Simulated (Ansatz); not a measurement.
# FH3Si: the cost of one run

Program: Ansatz 0.2.0, Gaussian basis. Level of theory: PBE0-D4/def2-TZVP structures, single points in def2-TZVPP, no counterpoise correction. These are calculated values, not measurements.

Levels: SPW92, PBE-D4, BLYP-D4, r2SCAN-D4, B97M-V, PBE0-D4, B3LYP-D4, r2SCAN0-D4, BHLYP-D4, CAM-B3LYP-D4, wB97X-V, wB97M-V, B2PLYP, PBE-QIDH, RPA on PBE, Hartree-Fock, MP2, CCSD, CCSD(T).

Cores are frozen in the correlated methods. B3LYP uses VWN-RPA correlation. B2PLYP carries no dispersion term here.

113 further runs of the same task are left out: 113 set aside as unsound or not needed.

## 1. Starting geometry

The complex: 12 atoms, charge 0, spin multiplicity 1.

Atoms are counted from 1 here; the program's logs count them from 0.

Bond lengths: Si1–H2 1.492 Å, Si1–H3 1.483 Å, Si1–H4 1.485 Å, Si1–F7 1.637 Å, N5–H10 1.013 Å, N5–H11 1.013 Å, N5–H12 1.020 Å, H6–O9 0.960 Å, H8–O9 0.964 Å. Angles: H2–Si1–H3 117.3°, H2–Si1–H4 116.6°, H2–Si1–F7 98.6°, H3–Si1–H4 118.4°, H3–Si1–F7 99.9°, H4–Si1–F7 99.6°, H10–N5–H11 107.8°, H10–N5–H12 109.0°, H11–N5–H12 108.2°, H6–O9–H8 105.5°.

As a file:

```mol
FH8NOSi
  3D, bonds by distance, orders not assigned

 12  9  0  0  0  0  0  0  0  0999 V2000
   -0.9906   -1.0470    0.1745 Si  0  0
    0.4553   -1.3783    0.0113 H   0  0
   -1.8668   -1.2285   -1.0078 H   0  0
   -1.3201    0.0346    1.1370 H   0  0
   -0.3147    0.7493   -1.0206 N   0  0
    2.1821    1.2566    1.6155 H   0  0
   -1.4412   -2.3472    1.0608 F   0  0
    1.8257   -0.0373    0.8784 H   0  0
    2.0514    0.8890    0.7384 O   0  0
   -1.0504    1.4394   -1.1142 H   0  0
   -0.0010    0.5021   -1.9520 H   0  0
    0.4704    1.1672   -0.5213 H   0  0
  1  2  8  0
  1  3  8  0
  1  4  8  0
  1  7  8  0
  5 10  8  0
  5 11  8  0
  5 12  8  0
  6  9  8  0
  8  9  8  0
M  END
```

Its parts: SiH3F holds atoms 1, 2, 3, 4, 7; NH3 holds atoms 5, 10, 11, 12; H2O holds atoms 6, 8, 9. Each part counts its atoms afresh in its own runs.

## 2. Relaxing SiH3F alone

Contents of relax-a/in.yaml:

```yaml
crystal:
  periodic: [false, false, false]
  atoms:
    - {symbol: Si, position_ang: [-0.990591, -1.047016, 0.174543]}
    - {symbol: H, position_ang: [0.455275, -1.378334, 0.011340]}
    - {symbol: H, position_ang: [-1.866765, -1.228504, -1.007803]}
    - {symbol: H, position_ang: [-1.320140, 0.034586, 1.137008]}
    - {symbol: F, position_ang: [-1.441240, -2.347244, 1.060793]}
basis:
  gaussian: {orbitals: def2-TZVP}
hamiltonian: {xc: pbe0, dispersion: d4}
relax: {f_tol: 0.005, max_steps: 200}
```

Run with:

```
> ansatz run in.yaml --threads 4 --pin off --events-out ev --progress --plain --max-ram 9574MiB
```

**Question.** How long does this run take on 4 threads of Arm Neoverse V1, shared host?

About 2.9 s.
